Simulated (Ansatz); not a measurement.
# Hg4Pt: the cost of one run

Computed with Ansatz 0.2.0 (DFT PBEsol, scalar-relativistic, plane waves, PAW, unless a step's input says otherwise).

### 1 The starting structure

Symmetry: Im-3m, No. 229, cubic system. Conventional cell: a = 6.230 Å, b = 6.230 Å, c = 6.230 Å, α = 90.00°, β = 90.00°, γ = 90.00°. Hg (site symmetry -3m) has 2 Pt at 2.70 Å in its first shell of neighbours. Pt (site symmetry m-3m) is surrounded by 8 Hg at 2.70 Å.

Coordinates:

```
CELL_PARAMETERS angstrom
-3.11492 3.11492 3.11492
3.11492 -3.11492 3.11492
3.11492 3.11492 -3.11492
ATOMIC_POSITIONS crystal
Hg 0.50000 0.50000 0.50000
Hg 0.50000 0.00000 0.00000
Hg 0.00000 0.00000 0.50000
Hg 0.00000 0.50000 0.00000
Pt 0.00000 0.00000 0.00000
```

This cell was relaxed beforehand with the same method: volume 24.18 Å³/atom, gap on the mesh none (metal).

### 2 Point at V/V0 = 0.97

The input, input.yaml:

```yaml
crystal:
  lattice:
    - [-3.0834530493, 3.0834530493, 3.0834530493]
    - [3.0834530493, -3.0834530493, 3.0834530493]
    - [3.0834530493, 3.0834530493, -3.0834530493]
  atoms:
    - { symbol: Hg, position: [0.5, 0.5, 0.5] }
    - { symbol: Hg, position: [0.5, 0.0, 0.0] }
    - { symbol: Hg, position: [0.0, 0.0, 0.5] }
    - { symbol: Hg, position: [0.0, 0.5, 0.0] }
    - { symbol: Pt, position: [0.0, 0.0, 0.0] }
basis:
  ecutwfc: 420
kpoints:
  mp_grid: { grid: [8, 8, 8] }
hamiltonian:
  xc: pbesol
scf:
  occupations: { method: gaussian, width: 0.1 }
output:
  forces: true
  stress: true
  eigenvalues: true
```

Launch:

```console
$ ansatz run input.yaml --threads 1 --pin off --max-ram 2560MiB --backend cpu --events-out ev --progress --plain --runs-dir out
```

**Question.** How long does this run take on 1 thread of Arm Neoverse V1, shared host, and how much memory does it need?

About 10 s, with a peak of 0.44 GiB.
